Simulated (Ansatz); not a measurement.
# Alloy of AlN and SiC (78 of 96 Al sites, 78 of 96 N sites exchanged), 192 atoms

How does this alloy cell relax, and what gap do PBEsol and HSE06 give?

Method: density functional theory in Ansatz 0.2.0, PAW datasets, plane waves.

## (1) The starting cell

192 atoms (18 Al, 78 Si, 78 C, 18 N); a = 12.333 Å, b = 16.021 Å, c = 10.071 Å, α = 90.00°, β = 90.00°, γ = 90.00°. All atoms were shaken off their sites by about 0.02 Å along each axis; atoms next to an added one may be pushed further to make room.

The runs, in order: (2) PBEsol cell relaxation at the single k point (½, ½, ½), on 1 × NVIDIA GB300 Max-Q with 8 threads of Arm Neoverse-V2; (3) HSE06 single point at the Γ point alone, on 1 × NVIDIA GB300 Max-Q with 8 threads of Arm Neoverse-V2.

## (2) Relaxing cell and atoms with PBEsol

in.yaml

```yaml
crystal:
  lattice:
    - [12.332796, 0.000000, 0.000000]
    - [0.000000, 16.020772, 0.000000]
    - [0.000000, 0.000000, 10.070804]
  atoms:
    - { symbol: Al, position: [0.123951, 0.055148, 0.250041] }
    - { symbol: Al, position: [0.999998, 0.888834, 0.246265] }
    - { symbol: Al, position: [0.748626, 0.224532, 0.250601] }
    - { symbol: Al, position: [0.379198, 0.722732, 0.750914] }
    - { symbol: Al, position: [0.250623, 0.889256, 0.249120] }
    - { symbol: Al, position: [0.000036, 0.111640, 0.998936] }
    - { symbol: Al, position: [0.999516, 0.443864, 0.996505] }
    - { symbol: Al, position: [0.500304, 0.110029, 0.498998] }
    - { symbol: Al, position: [0.375370, 0.278256, 0.498356] }
    - { symbol: Al, position: [0.999043, 0.777300, 0.495487] }
    - { symbol: Al, position: [0.749119, 0.111854, 0.500377] }
    - { symbol: Al, position: [0.377575, 0.611402, 0.998966] }
    - { symbol: Al, position: [0.247448, 0.777758, 0.000723] }
    - { symbol: Al, position: [0.125084, 0.944545, 0.499474] }
    - { symbol: Al, position: [0.749081, 0.444654, 0.503122] }
    - { symbol: Al, position: [0.750089, 0.444269, 0.001447] }
    - { symbol: Al, position: [0.375479, 0.943456, 0.000450] }
    - { symbol: Al, position: [0.750523, 0.777576, 0.498199] }
    - { symbol: Si, position: [0.124237, 0.052820, 0.748617] }
    - { symbol: Si, position: [0.999525, 0.221634, 0.246409] }
    - { symbol: Si, position: [0.000252, 0.221476, 0.749826] }
    - { symbol: Si, position: [0.372864, 0.055301, 0.251302] }
    - { symbol: Si, position: [0.373768, 0.057128, 0.749994] }
    - { symbol: Si, position: [0.248729, 0.222167, 0.248574] }
    - { symbol: Si, position: [0.248661, 0.221571, 0.752146] }
    - { symbol: Si, position: [0.125978, 0.387479, 0.247978] }
    - { symbol: Si, position: [0.127109, 0.390128, 0.749272] }
    - { symbol: Si, position: [0.999673, 0.555739, 0.250071] }
    - { symbol: Si, position: [0.999825, 0.554718, 0.752010] }
    - { symbol: Si, position: [0.623727, 0.055983, 0.247712] }
    - { symbol: Si, position: [0.625145, 0.057937, 0.747224] }
    - { symbol: Si, position: [0.500539, 0.221012, 0.249175] }
    - { symbol: Si, position: [0.498528, 0.222311, 0.748622] }
    - { symbol: Si, position: [0.374220, 0.388062, 0.248901] }
    - { symbol: Si, position: [0.375057, 0.388073, 0.752851] }
    - { symbol: Si, position: [0.249822, 0.556035, 0.246110] }
    - { symbol: Si, position: [0.251351, 0.554960, 0.745268] }
    - { symbol: Si, position: [0.126017, 0.722405, 0.247321] }
    - { symbol: Si, position: [0.125705, 0.722394, 0.747254] }
    - { symbol: Si, position: [0.001766, 0.889689, 0.748531] }
    - { symbol: Si, position: [0.872016, 0.056672, 0.250835] }
    - { symbol: Si, position: [0.876661, 0.055199, 0.748593] }
    - { symbol: Si, position: [0.752148, 0.220684, 0.747048] }
    - { symbol: Si, position: [0.622730, 0.389608, 0.250459] }
    - { symbol: Si, position: [0.625605, 0.389484, 0.754341] }
    - { symbol: Si, position: [0.498242, 0.553759, 0.248967] }
    - { symbol: Si, position: [0.500030, 0.555208, 0.748899] }
    - { symbol: Si, position: [0.375527, 0.722261, 0.250917] }
    - { symbol: Si, position: [0.250811, 0.887865, 0.752732] }
    - { symbol: Si, position: [0.874353, 0.387652, 0.248632] }
    - { symbol: Si, position: [0.873584, 0.389379, 0.749614] }
    - { symbol: Si, position: [0.752244, 0.555311, 0.249295] }
    - { symbol: Si, position: [0.752240, 0.556729, 0.750186] }
    - { symbol: Si, position: [0.622045, 0.720770, 0.248060] }
    - { symbol: Si, position: [0.627195, 0.719675, 0.751019] }
    - { symbol: Si, position: [0.502092, 0.889951, 0.251235] }
    - { symbol: Si, position: [0.499506, 0.886233, 0.749750] }
    - { symbol: Si, position: [0.876370, 0.723243, 0.248653] }
    - { symbol: Si, position: [0.875102, 0.721844, 0.748004] }
    - { symbol: Si, position: [0.750019, 0.887842, 0.247467] }
    - { symbol: Si, position: [0.750377, 0.888170, 0.750038] }
    - { symbol: Si, position: [0.002051, 0.111471, 0.498704] }
    - { symbol: Si, position: [0.251218, 0.108767, 0.503459] }
    - { symbol: Si, position: [0.249833, 0.112715, 0.995338] }
    - { symbol: Si, position: [0.125758, 0.277750, 0.500068] }
    - { symbol: Si, position: [0.122289, 0.275575, 0.002979] }
    - { symbol: Si, position: [0.998720, 0.445378, 0.501530] }
    - { symbol: Si, position: [0.500119, 0.111363, 0.997411] }
    - { symbol: Si, position: [0.375847, 0.277243, 0.000368] }
    - { symbol: Si, position: [0.251240, 0.444066, 0.502471] }
    - { symbol: Si, position: [0.250176, 0.442781, 0.001958] }
    - { symbol: Si, position: [0.123506, 0.609464, 0.500909] }
    - { symbol: Si, position: [0.127448, 0.611686, 0.000551] }
    - { symbol: Si, position: [0.999644, 0.776986, 0.998598] }
    - { symbol: Si, position: [0.747617, 0.109756, 0.998014] }
    - { symbol: Si, position: [0.625588, 0.276337, 0.503448] }
    - { symbol: Si, position: [0.625999, 0.275290, 0.003480] }
    - { symbol: Si, position: [0.500633, 0.443677, 0.498977] }
    - { symbol: Si, position: [0.498807, 0.446052, 0.996736] }
    - { symbol: Si, position: [0.375551, 0.612951, 0.504427] }
    - { symbol: Si, position: [0.250953, 0.778004, 0.500264] }
    - { symbol: Si, position: [0.125714, 0.945052, 0.001347] }
    - { symbol: Si, position: [0.872818, 0.276414, 0.501834] }
    - { symbol: Si, position: [0.876418, 0.278775, 0.001190] }
    - { symbol: Si, position: [0.624814, 0.610712, 0.497814] }
    - { symbol: Si, position: [0.623283, 0.611583, 0.000223] }
    - { symbol: Si, position: [0.502234, 0.776833, 0.499145] }
    - { symbol: Si, position: [0.500077, 0.779483, 0.999195] }
    - { symbol: Si, position: [0.373031, 0.944603, 0.497463] }
    - { symbol: Si, position: [0.873399, 0.610462, 0.502355] }
    - { symbol: Si, position: [0.876760, 0.610611, 0.999678] }
    - { symbol: Si, position: [0.750940, 0.777911, 0.000078] }
    - { symbol: Si, position: [0.625327, 0.944964, 0.498268] }
    - { symbol: Si, position: [0.622861, 0.944353, 0.000245] }
    - { symbol: Si, position: [0.873968, 0.943999, 0.498691] }
    - { symbol: Si, position: [0.872394, 0.943568, 0.999102] }
    - { symbol: C, position: [0.998312, 0.112442, 0.189558] }
    - { symbol: C, position: [0.999679, 0.109700, 0.686278] }
    - { symbol: C, position: [0.249969, 0.111158, 0.189211] }
    - { symbol: C, position: [0.249449, 0.111064, 0.687492] }
    - { symbol: C, position: [0.125825, 0.278179, 0.685474] }
    - { symbol: C, position: [0.999828, 0.443611, 0.187896] }
    - { symbol: C, position: [0.999671, 0.444739, 0.685572] }
    - { symbol: C, position: [0.501933, 0.110498, 0.186706] }
    - { symbol: C, position: [0.499602, 0.109616, 0.684799] }
    - { symbol: C, position: [0.377495, 0.278450, 0.187502] }
    - { symbol: C, position: [0.249880, 0.444292, 0.190560] }
    - { symbol: C, position: [0.124086, 0.612196, 0.185632] }
    - { symbol: C, position: [0.126645, 0.611370, 0.684036] }
    - { symbol: C, position: [0.002065, 0.777053, 0.186408] }
    - { symbol: C, position: [0.003950, 0.776192, 0.693916] }
    - { symbol: C, position: [0.748562, 0.112342, 0.187830] }
    - { symbol: C, position: [0.622799, 0.277596, 0.187775] }
    - { symbol: C, position: [0.626343, 0.275475, 0.685908] }
    - { symbol: C, position: [0.502161, 0.445228, 0.688233] }
    - { symbol: C, position: [0.375650, 0.609855, 0.189976] }
    - { symbol: C, position: [0.372987, 0.612213, 0.689408] }
    - { symbol: C, position: [0.250854, 0.775645, 0.187666] }
    - { symbol: C, position: [0.251627, 0.777765, 0.688051] }
    - { symbol: C, position: [0.123342, 0.942962, 0.190237] }
    - { symbol: C, position: [0.127096, 0.943599, 0.685832] }
    - { symbol: C, position: [0.872163, 0.277034, 0.188115] }
    - { symbol: C, position: [0.872965, 0.279295, 0.689093] }
    - { symbol: C, position: [0.748327, 0.441391, 0.192326] }
    - { symbol: C, position: [0.624906, 0.611647, 0.689028] }
    - { symbol: C, position: [0.500530, 0.777121, 0.186962] }
    - { symbol: C, position: [0.373513, 0.945828, 0.187945] }
    - { symbol: C, position: [0.376195, 0.946897, 0.686586] }
    - { symbol: C, position: [0.874332, 0.610022, 0.189302] }
    - { symbol: C, position: [0.874421, 0.611748, 0.690214] }
    - { symbol: C, position: [0.751286, 0.777847, 0.691386] }
    - { symbol: C, position: [0.621678, 0.942622, 0.189083] }
    - { symbol: C, position: [0.623915, 0.945060, 0.691617] }
    - { symbol: C, position: [0.874533, 0.944704, 0.192947] }
    - { symbol: C, position: [0.874565, 0.943148, 0.691163] }
    - { symbol: C, position: [0.124769, 0.054221, 0.432260] }
    - { symbol: C, position: [0.125125, 0.055018, 0.935945] }
    - { symbol: C, position: [0.998441, 0.221192, 0.437321] }
    - { symbol: C, position: [0.998321, 0.223355, 0.936643] }
    - { symbol: C, position: [0.376061, 0.055202, 0.437535] }
    - { symbol: C, position: [0.372624, 0.056669, 0.936231] }
    - { symbol: C, position: [0.250290, 0.221646, 0.441333] }
    - { symbol: C, position: [0.127167, 0.387073, 0.437959] }
    - { symbol: C, position: [0.126684, 0.390958, 0.938407] }
    - { symbol: C, position: [0.625391, 0.054235, 0.435563] }
    - { symbol: C, position: [0.499923, 0.222268, 0.434953] }
    - { symbol: C, position: [0.248456, 0.554284, 0.437517] }
    - { symbol: C, position: [0.249675, 0.555135, 0.937932] }
    - { symbol: C, position: [0.124719, 0.723333, 0.439665] }
    - { symbol: C, position: [0.999570, 0.888503, 0.438625] }
    - { symbol: C, position: [0.998395, 0.890109, 0.937057] }
    - { symbol: C, position: [0.876061, 0.055953, 0.439048] }
    - { symbol: C, position: [0.877036, 0.053598, 0.940005] }
    - { symbol: C, position: [0.749617, 0.221129, 0.435157] }
    - { symbol: C, position: [0.751202, 0.222497, 0.934932] }
    - { symbol: C, position: [0.624141, 0.388261, 0.433705] }
    - { symbol: C, position: [0.623817, 0.389185, 0.937518] }
    - { symbol: C, position: [0.498264, 0.555428, 0.438399] }
    - { symbol: C, position: [0.499016, 0.555695, 0.937672] }
    - { symbol: C, position: [0.373408, 0.722899, 0.437238] }
    - { symbol: C, position: [0.373423, 0.723487, 0.938847] }
    - { symbol: C, position: [0.251134, 0.890458, 0.438101] }
    - { symbol: C, position: [0.250089, 0.891165, 0.937259] }
    - { symbol: C, position: [0.875493, 0.388577, 0.436265] }
    - { symbol: C, position: [0.749882, 0.554722, 0.437384] }
    - { symbol: C, position: [0.752140, 0.553783, 0.940544] }
    - { symbol: C, position: [0.627591, 0.721845, 0.437536] }
    - { symbol: C, position: [0.626411, 0.721961, 0.933258] }
    - { symbol: C, position: [0.501780, 0.889150, 0.438448] }
    - { symbol: C, position: [0.497815, 0.887288, 0.939789] }
    - { symbol: C, position: [0.872764, 0.725519, 0.441616] }
    - { symbol: C, position: [0.873848, 0.721176, 0.936212] }
    - { symbol: C, position: [0.748436, 0.888666, 0.436277] }
    - { symbol: C, position: [0.750663, 0.889923, 0.940061] }
    - { symbol: N, position: [0.124409, 0.278975, 0.188977] }
    - { symbol: N, position: [0.375773, 0.277135, 0.687223] }
    - { symbol: N, position: [0.248892, 0.445791, 0.687504] }
    - { symbol: N, position: [0.748922, 0.112096, 0.687892] }
    - { symbol: N, position: [0.499216, 0.442027, 0.189595] }
    - { symbol: N, position: [0.750278, 0.444551, 0.688214] }
    - { symbol: N, position: [0.628488, 0.609900, 0.183752] }
    - { symbol: N, position: [0.499910, 0.778207, 0.687035] }
    - { symbol: N, position: [0.751624, 0.777790, 0.187576] }
    - { symbol: N, position: [0.250794, 0.222312, 0.938439] }
    - { symbol: N, position: [0.998085, 0.556860, 0.437724] }
    - { symbol: N, position: [0.997667, 0.555145, 0.941665] }
    - { symbol: N, position: [0.625273, 0.055909, 0.935622] }
    - { symbol: N, position: [0.502004, 0.226164, 0.939553] }
    - { symbol: N, position: [0.374177, 0.389930, 0.439209] }
    - { symbol: N, position: [0.373165, 0.390247, 0.937945] }
    - { symbol: N, position: [0.125451, 0.722608, 0.936116] }
    - { symbol: N, position: [0.873795, 0.386094, 0.938380] }
kpoints:
  mp_grid: { grid: [1, 1, 1], shift: [0.5, 0.5, 0.5] }
hamiltonian:
  xc: pbesol
scf:
  occupations: { method: fermi_dirac, width: 0.01 }
relax:
  f_tol: 0.03
  max_steps: 80
  escape_saddle: false
  adjacent_minimum: "off"
  cell: { fix: [alpha, beta, gamma] }
output:
  forces: true
  eigenvalues: true
  populations: true
```

Run with:

```
$ ansatz run in.yaml --threads 8 --pin off --max-ram 118750MiB --runs-dir r --events-out ev --progress --plain --backend cuda --devices 0,
```

Further steps of the session: Single point with HSE06.

**Question.** What will these runs give? Wanted: for each run, top filled to lowest empty.

**Answer**, as computed:

| level | time | k points | top filled to lowest empty (eV) |
| --- | --- | --- | --- |
| PBEsol, relaxation | 20 s (GPU) | (½, ½, ½) | 0.94 |
| HSE06 | 90 s (GPU) | Γ | 1.38 |

| quantity | value |
| --- | --- |
| relaxation | 9 recorded steps, 16.24 eV gained |
| largest shift | 0.22 Å (C171) |
| relaxed cell | a = 12.339 Å, b = 16.096 Å, c = 10.092 Å, α = 90.00°, β = 90.00°, γ = 90.00° |
| mean bonds | Al–C 1.971, Al–N 2.017, C–Si 1.870, N–Si 1.901 Å |

**In words.** Relaxation gains 16.24 eV, with shifts up to 0.22 Å (C171), while the volume changes by +0.7 %. Part of this undoes the random shake of the start. The mean lengths of the listed bonds run from C–Si 1.87 Å to Al–N 2.02 Å. The relaxation ran on other k points, so part of any difference from the later rows can come from the mesh. With one k point the spacing samples only the states that fold onto it, so it can exceed the gap over the zone.
